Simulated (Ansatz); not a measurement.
# Co: an axial (c/a) deformation path

One table from this session's results is given with a row withheld; the runs are named, their logs left out.

Method: DFT PBEsol, scalar-relativistic, plane waves, PAW, in Ansatz 0.2.0.

## The starting structure

The structure is hexagonal, space group P6_3/mmc (No. 194). Conventional cell: a = 2.519 Å, b = 2.519 Å, c = 4.091 Å, α = 90.00°, β = 90.00°, γ = 120.00°. Co (site symmetry -6m2) is surrounded by 12 Co at 2.51 to 2.52 Å.

As a file:

```
Co
1.0
     2.51900    0.00000    0.00000
    -1.25950    2.18152    0.00000
     0.00000    0.00000    4.09100
Co
2
Cartesian
  0.0000 1.4543 1.0228
  1.2595 0.7272 3.0682
```

No relaxation comes first: the listed cell is the starting point.

Set-up of the first run:

Input file input.yaml:

```yaml
crystal:
  lattice:
    - [2.5190008694, 0.0, 0.0]
    - [-1.2595004347, 2.1815187451, 0.0]
    - [0.0, 0.0, 4.091]
  atoms:
    - { symbol: Co, position: [0.3333333333, 0.6666666667, 0.25], spin: 1.94 }
    - { symbol: Co, position: [0.6666666667, 0.3333333333, 0.75], spin: 1.94 }
basis:
  ecutwfc: 420
kpoints:
  mp_grid: { grid: [24, 24, 14] }
hamiltonian:
  xc: pbesol
scf:
  occupations: { method: gaussian, width: 0.15 }
output:
  forces: true
  stress: true
  eigenvalues: true
  populations: true
magnetization:
  spin_polarized: true
```

Command:

```bash
ansatz run input.yaml --threads 1 --pin off --max-ram 2560MiB --backend cpu --events-out ev --progress --plain --runs-dir out
```

Steps of the session up to this table: The undisturbed cell; ρ = 0.850; At ρ = 1.200; At ρ = 0.920; At ρ = 1.100; Point ρ = 0.960.

One of the session's tables, all rows but one given; the rest of the session is left out.

```
    ρ  ΔE (meV/atom)  pressure (GPa)  moment (μB/cell)
0.850          135.4           -11.1              3.23
0.920              ?               ?                 ?
0.960            7.9           -16.0              3.25
1.000            0.0           -16.2              3.27
1.100           57.9           -13.6              3.33
1.200          199.6            -7.3              3.36
```

Estimate the missing values for ρ = 0.920.

Worked estimate for «ΔE (meV/atom)». A straight line through the neighbours (0.850, 135.4) and (0.960, 7.9) gives 135.4 + (7.9 − 135.4) × (0.920 − 0.850) / (0.960 − 0.850) = 54.3; a parabola fitted to 3 rows on both sides gives 36.3.

**Answer.** ΔE (meV/atom): 36.5; pressure (GPa): -15.1; moment (μB/cell): 3.22. In «ΔE (meV/atom)» the line misses by +17.8 and the parabola by -0.2.
